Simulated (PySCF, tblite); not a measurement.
**C8H9BS: geometry, infrared bands and NMR shifts**

Wanted: the infrared bands and NMR shifts of C8H9BS (`BCc1cc(CC#C)cs1`), by calculation.

The runs use tblite 0.8.0 and PySCF 2.14.0, with density-fitted response routines of our own; the level of theory stands in each step. All values are computed, except where a source is named. Atoms count from 0, in the outputs and in this text.

**1. The starting structure**

19 atoms, charge 0, multiplicity 1; geometry from: force field or distance geometry start.

Bonds of the start (Å): B0–C1 1.60, C1–C2 1.50, C2–C3 1.37, C3–C4 1.35, C4–C5 1.51, C5–C6 1.45, C6–C7 1.20, C4–C8 1.37, C8–S9 1.89, S9–C2 1.64, B0–H10 1.19, B0–H11 1.20, C1–H12 1.10, C1–H13 1.09, C3–H14 1.12, C5–H15 1.12, C5–H16 1.10, C7–H17 1.07, C8–H18 1.10.

**2. Optimising the geometry with GFN2-xTB**

The job: settings as JSON, then the geometry in Å.

```
{"job": {"kind": "relax", "xc": "GFN2-xTB", "basis": "xTB"}, "charge": 0, "multiplicity": 1}
B      3.459100     0.234500     0.572700
C      2.516400     0.922200    -0.525500
C      1.279900     0.072300    -0.589300
C      0.152100     0.277600     0.154400
C     -0.857500    -0.588600    -0.046400
C     -2.175200    -0.523100     0.691000
C     -3.134500     0.330200     0.008500
C     -3.924100     1.036700    -0.553300
C     -0.624500    -1.545100    -1.003500
S      1.126200    -1.196700    -1.622000
H      4.335400    -0.448400     0.141900
H      2.896100    -0.176400     1.543500
H      3.044700     0.900700    -1.489700
H      2.310600     1.965100    -0.268900
H      0.098100     1.100500     0.907600
H     -1.981100    -0.138900     1.728800
H     -2.558100    -1.555700     0.727800
H     -4.632100     1.664800    -1.061900
H     -1.341400    -2.322400    -1.308200
```

Launch:

```bash
> OMP_NUM_THREADS=1 python probes_run.py task.json out
```

The driver reads the jobs from task.json and runs them one after another.

**Question.** This job is followed by: GFN2-xTB harmonic vibrations, gas phase; GIAO PBE0/pcSseg-1 NMR shielding, non-relativistic, gas phase. Predict these results of the whole session: strongest single infrared mode (GFN2-xTB); zero-point energy (GFN2-xTB); 13C shifts against TMS (PBE0/pcSseg-1); 1H shifts against TMS (PBE0/pcSseg-1, means over atoms taken as alike); 11B shifts against BF3·OEt2 (PBE0/pcSseg-1); 33S shifts against CS2 (PBE0/pcSseg-1); surface potential, 1st and 99th percentile.

The runs gave:

```
                                                              quantity                                                   value
                             strongest single infrared mode (GFN2-xTB)                                    822 cm⁻¹, 138 km/mol
                                          zero-point energy (GFN2-xTB)                                           87.5 kcal/mol
                                13C shifts against TMS (PBE0/pcSseg-1)  145.1, 143.2, 138.9, 129.2, 87.1, 77.6, 33.4, 23.0 ppm
1H shifts against TMS (PBE0/pcSseg-1, means over atoms taken as alike)                  7.23, 7.07, 5.17, 3.58, 3.29, 1.59 ppm
                           11B shifts against BF3·OEt2 (PBE0/pcSseg-1)                                                40.5 ppm
                                33S shifts against CS2 (PBE0/pcSseg-1)                                                 269 ppm
                                 surface potential, 1st and 99th percentile                                      -0.84 V and 1.26 V
```

**Reading.** The optimisation took 127 steps and gained 0.978 eV; among the close pairs (by a distance rule), C8–S9 changed most, from 1.889 to 1.719 Å. No mode is imaginary among the 51: a minimum at this level. The strongest single mode, at 822 cm⁻¹, moves mainly H11 and H10. Unscaled tight-binding wavenumbers are off by several per cent, some by more. Its intensities can rank the bands wrongly. At PBE0/pcSseg-1: Shielding is most anisotropic at C6 (span 297 ppm, paramagnetic term -164 ppm). NICS(1)zz of -24 ppm above the planar ring from C2 marks a diatropic (aromatic) ring current. At PBE0/pcSseg-1, counted by nearest atom on the grid, the HOMO lies on C2, C8 about 23 % each; C4 14 %, the LUMO on B0 26 %; C3, C8 about 12 % each.
